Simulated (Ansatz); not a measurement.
# PtOSe: the band gap up the ladder of functionals

The task here is to estimate one member of a computed series from the others.

Code: Ansatz 0.2.0. PAW datasets, plane waves. These are computed values for a spin-unpolarised cell that may be hypothetical; none is a measurement.

## Starting point

The cell was relaxed beforehand with r2SCAN.

The sheet's in-plane cell has a = 3.438 Å, b = 3.438 Å (γ = 120.0°), and its outermost atoms lie 2.25 Å apart along the normal. Around Pt lie 3 O at 2.20 Å and 3 Se at 2.38 Å; around O lie 3 Pt at 2.20 Å; around Se lie 3 Pt at 2.38 Å.

Coordinates:

```
CELL_PARAMETERS angstrom
3.43791 0.00000 0.00000
-1.71896 2.97732 0.00000
0.00000 0.00000 29.29638
ATOMIC_POSITIONS crystal
Pt 0.00000 0.00000 0.31146
O 0.33333 0.66667 0.34347
Se 0.66667 0.33333 0.26669
```
Two periodic directions, a and b.

Set-up of the first run:

input.yaml reads:

```yaml
crystal:
  lattice:
    - [3.4379100751, 0.0, 0.0]
    - [-1.7189550376, 2.977317461, 0.0]
    - [0.0, 0.0, 29.296376212]
  atoms:
    - { symbol: Pt, position: [0.0, 0.0, 0.3114578267] }
    - { symbol: O, position: [0.3333333333, 0.6666666667, 0.3434677413] }
    - { symbol: Se, position: [0.6666666667, 0.3333333333, 0.2666901228] }
  periodic: [true, true, false]
kpoints:
  mp_grid: { grid: [12, 12, 1] }
  band_path:
    path:
      - [0, 0, 0]
      - [0.5, 0, 0]
      - [0.3333333333333, 0.3333333333333, 0]
      - [0, 0, 0]
    npoints: 10
hamiltonian:
  xc: pbe
scf:
  occupations: { method: fermi_dirac, width: 0.02 }
  n_extra_bands: 4
output:
  forces: true
  stress: true
  eigenvalues: true
```

Command:

```
$ ansatz run input.yaml --threads 2 --pin off --max-ram 20275MiB --backend cpu --events-out ev --progress --plain --runs-dir out
```

Among the steps run: PBE bands along the symmetry lines; r2SCAN; HSE06 at the same geometry; PBE+SOC; PBE0; LDA at the same geometry; HSE06+SOC at the same geometry; LC-ωPBE; Hartree-Fock at the same geometry.

One table of the session follows, with a row left open; its other results are not shown here.

| level | gap (eV) |
| --- | --- |
| PBE | 0.81 |
| r2SCAN | 1.01 |
| HSE06 | 1.86 |
| PBE+SOC | 0.72 |
| PBE0 | 2.58 |
| LDA | 0.75 |
| HSE06+SOC | 1.78 |
| LC-ωPBE | ? |
| Hartree-Fock | 8.44 |

Q: Estimate the row for LC-ωPBE from the others.

The run gave: gap (eV): 6.78. In the column «gap (eV)» it lies between PBE0 (2.58) and Hartree-Fock (8.44).

Meshes: PBE 12×12×1, r2SCAN 12×12×1, HSE06 6×6×1, PBE+SOC 12×12×1, PBE0 6×6×1, LDA 12×12×1, HSE06+SOC 6×6×1, LC-ωPBE 6×6×1, Hartree-Fock 6×6×1.

Against HSE06, PBE is short by 1.05 eV, at 44 % of it, and r2SCAN 54 %. PBE0 lies 0.73 eV above HSE06, which differs from it by screening the long-range exchange.

Caveats from the session: Warnings in the runs' records: stress scf threshold loose, stress exchange threshold loose, xc potential rough in thin density.
